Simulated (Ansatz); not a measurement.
# C₂H₈OSi₂: small, medium and large basis sets

An exercise on one series of results from a longer session: the logs are not shown, and one member is left open.

Program: Ansatz 0.2.0, Gaussian basis. Level of theory: one geometry, several basis sets. These are calculated values, not measurements.

The runs, in order: PBE0-D4/def2-SVP; ωB97M-V/def2-SVP; PBE0-D4/def2-QZVPP; ωB97M-V/def2-QZVPP; the functionals' def2-TZVPP values are taken from earlier runs.

## The relaxed structure

All runs share one geometry, relaxed beforehand with PBE0-D4 in a triple-zeta def2 set.

SMILES `O/C([SiH3])=C/[SiH3]`, 13 atoms, charge 0, spin multiplicity 1.

Atoms are counted from 1 here; the program's logs count them from 0.

Bond lengths: O1–C2 1.359 Å, O1–H6 0.966 Å, C2–Si3 1.884 Å, C2–C4 1.340 Å, Si3–H7 1.483 Å, Si3–H8 1.484 Å, Si3–H9 1.484 Å, C4–Si5 1.857 Å, C4–H10 1.094 Å, Si5–H11 1.488 Å, Si5–H12 1.487 Å, Si5–H13 1.488 Å. Angles: C2–O1–H6 109.4°, O1–C2–Si3 111.2°, O1–C2–C4 123.6°, Si3–C2–C4 125.2°, C2–Si3–H7 108.3°, C2–Si3–H8 109.6°, C2–Si3–H9 109.6°, H7–Si3–H8 110.0°, H7–Si3–H9 110.0°, H8–Si3–H9 109.4°, C2–C4–Si5 127.3°, C2–C4–H10 117.0°, Si5–C4–H10 115.8°, C4–Si5–H11 112.6°, C4–Si5–H12 107.2°, C4–Si5–H13 112.6°, H11–Si5–H12 108.2°, H11–Si5–H13 107.9° and more.

The first run:

Input file in.yaml:

```yaml
crystal:
  periodic: [false, false, false]
  atoms:
    - {symbol: O, position_ang: [-0.584485, 2.107316, 0.904636]}
    - {symbol: C, position_ang: [-0.232262, 0.888622, 0.418264]}
    - {symbol: Si, position_ang: [0.710678, -0.111525, 1.707032]}
    - {symbol: C, position_ang: [-0.526423, 0.470324, -0.820220]}
    - {symbol: Si, position_ang: [-0.096970, -1.166476, -1.586090]}
    - {symbol: H, position_ang: [-1.064929, 2.597255, 0.225150]}
    - {symbol: H, position_ang: [1.063187, -1.424268, 1.112865]}
    - {symbol: H, position_ang: [1.943586, 0.617313, 2.096767]}
    - {symbol: H, position_ang: [-0.143358, -0.309109, 2.904834]}
    - {symbol: H, position_ang: [-1.081585, 1.163702, -1.459278]}
    - {symbol: H, position_ang: [1.371409, -1.394389, -1.660741]}
    - {symbol: H, position_ang: [-0.637686, -1.159362, -2.971452]}
    - {symbol: H, position_ang: [-0.700762, -2.314204, -0.856865]}
basis:
  gaussian: {orbitals: def2-SVP}
hamiltonian: {xc: pbe0, dispersion: d4}
output: {orbitals: {seedname: orbitals}}
```

Run with:

```console
> ansatz run in.yaml --threads 4 --pin off --events-out ev --progress --plain --max-ram 10444MiB
```

Steps of the session up to this table: PBE0-D4 in def2-SVP; ωB97M-V in def2-SVP; PBE0-D4 in def2-QZVPP; ωB97M-V in def2-QZVPP.

One of the session's tables, all rows but one given; the rest of the session is left out.

It belongs to the step «Density functionals: the series». 

```
functional       basis  HOMO (eV)
   PBE0-D4    def2-SVP      -7.02
   PBE0-D4  def2-TZVPP      -7.12
   PBE0-D4  def2-QZVPP      -7.14
   ωB97M-V    def2-SVP          ?
   ωB97M-V  def2-TZVPP      -9.31
   ωB97M-V  def2-QZVPP      -9.33
```

**Question.** Estimate the row for ωB97M-V, def2-SVP.

The run gave: HOMO (eV): -9.17. In the column «HOMO (eV)» it lies between ωB97M-V, def2-TZVPP (-9.31) and PBE0-D4, def2-QZVPP (-7.14).
